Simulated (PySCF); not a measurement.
Crystal: O2BH, in a box.

```xyz
4
Lattice="12.0000 0.0000 0.0000 0.0000 10.0000 0.0000 0.0000 0.0000 11.0000" Properties=species:S:1:pos:R:3 pbc="T T T"
O     4.6543    5.4595    6.1411
B     5.7855    5.0680    5.9612
O     7.0261    4.6340    5.8212
H     7.3717    4.5825    4.9269
```

Base run:

| Quantity | Value |
| --- | --- |
| Program | PySCF 2.14.0 |
| Functional | PBE |
| Potentials or basis | 6-31g* (all-electron) |
| k mesh | 1 × 1 × 1 |
| Occupations | fixed |
| Spin | no spin polarisation |

Its results: gap between the frontier levels 7.08 eV.

**Question.** The run is repeated on the same cell with these changes: functional from PBE to PBE50. What comes out?

**Answer.** Gap between the frontier levels 12.57 eV.

PBE50 gives the wider gap, since exact exchange removes part of the self-interaction.

Caveats: this is a molecule in a periodic box at the Γ point, so its band gap is the HOMO-LUMO gap; the basis of atomic orbitals isn't converged, which shifts pressures, moduli and gaps.

A k mesh can miss the band edges.

Not every run made on this cell is shown here.
